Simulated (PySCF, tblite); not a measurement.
**C4H2BBrF4: geometry, infrared bands and NMR shifts**

Aim: predict the infrared bands and NMR shifts of C4H2BBrF4 (`FBC#C[C@H](Br)C(F)(F)F`).

Computed with tblite 0.8.0 and PySCF 2.14.0, with density-fitted response routines of our own, on a single molecule in the gas phase. Atoms are numbered from 0 throughout.

## (1) The starting structure

12 atoms, charge 0, multiplicity 1; geometry from: force field or distance geometry start.

Bonds of the start (Å): F0–B1 1.46, B1–C2 1.52, C2–C3 1.21, C3–C4 1.47, C4–Br5 1.95, C4–C6 1.52, C6–F7 1.39, C6–F8 1.38, C6–F9 1.38, B1–H10 1.17, C4–H11 1.11.

## (2) Optimising the geometry with GFN2-xTB

The job: settings as JSON, then the geometry in Å.

```
{"job": {"kind": "relax", "xc": "GFN2-xTB", "basis": "xTB"}, "charge": 0, "multiplicity": 1}
F      3.507000     1.044300     1.060500
B      2.910000     0.858700    -0.255300
C      1.470700     0.379800    -0.369600
C      0.317600     0.021300    -0.480900
C     -1.074900    -0.438600    -0.585200
Br    -2.054300     0.822700    -1.702600
C     -1.726300    -0.562300     0.782300
F     -1.025200    -1.477100     1.560000
F     -3.025600    -1.009500     0.645800
F     -1.737500     0.656700     1.439200
H      3.527600     1.132400    -1.215400
H     -1.087900    -1.429200    -1.096000
```

Command:

```
$ OMP_NUM_THREADS=1 python probes_run.py task.json out
```

One launch serves the whole session: the jobs run in the order shown.

**Question.** This job is followed by: GFN2-xTB harmonic vibrations, gas phase; GIAO PBE0/pcSseg-1 NMR shielding, non-relativistic, gas phase. Predict these results of the whole session: strongest single infrared mode (GFN2-xTB); zero-point energy (GFN2-xTB); 13C shifts against TMS (PBE0/pcSseg-1); 1H shifts against TMS (PBE0/pcSseg-1); 19F shifts against CFCl3 (PBE0/pcSseg-1, means over atoms taken as alike); 11B shifts against BF3·OEt2 (PBE0/pcSseg-1); 79Br shifts against HBr (PBE0/pcSseg-1).

As calculated:

| quantity | value |
| --- | --- |
| strongest single infrared mode (GFN2-xTB) | 1312 cm⁻¹, 443 km/mol |
| zero-point energy (GFN2-xTB) | 34.4 kcal/mol |
| 13C shifts against TMS (PBE0/pcSseg-1) | 132.2, 109.4, 105.2, 49.5 ppm |
| 1H shifts against TMS (PBE0/pcSseg-1) | 5.02, 4.93 ppm |
| 19F shifts against CFCl3 (PBE0/pcSseg-1, means over atoms taken as alike) | -6.1, -81.8 ppm |
| 11B shifts against BF3·OEt2 (PBE0/pcSseg-1) | 38.9 ppm |
| 79Br shifts against HBr (PBE0/pcSseg-1) | 723 ppm |

What this shows: The optimisation took 91 steps and gained 0.550 eV; among the close pairs (by a distance rule), F0–B1 changed most, from 1.457 to 1.309 Å. No mode is imaginary among the 30: a minimum at this level. The strongest single mode, at 1312 cm⁻¹, moves mainly B1. Unscaled tight-binding wavenumbers are off by several per cent, some by more. Its intensities can rank the bands wrongly. C4 stands next to heavy halogen, whose spin-orbit shielding this run leaves out, so the computed shift lies too far downfield, most of all for carbon beside Br or I. At PBE0/pcSseg-1: The widest tensor belongs to Br5: span 1905 ppm, with a paramagnetic part of -1222 ppm. Spin-orbit coupling is left out, which matters for shieldings and couplings at and beside the heavy atoms.
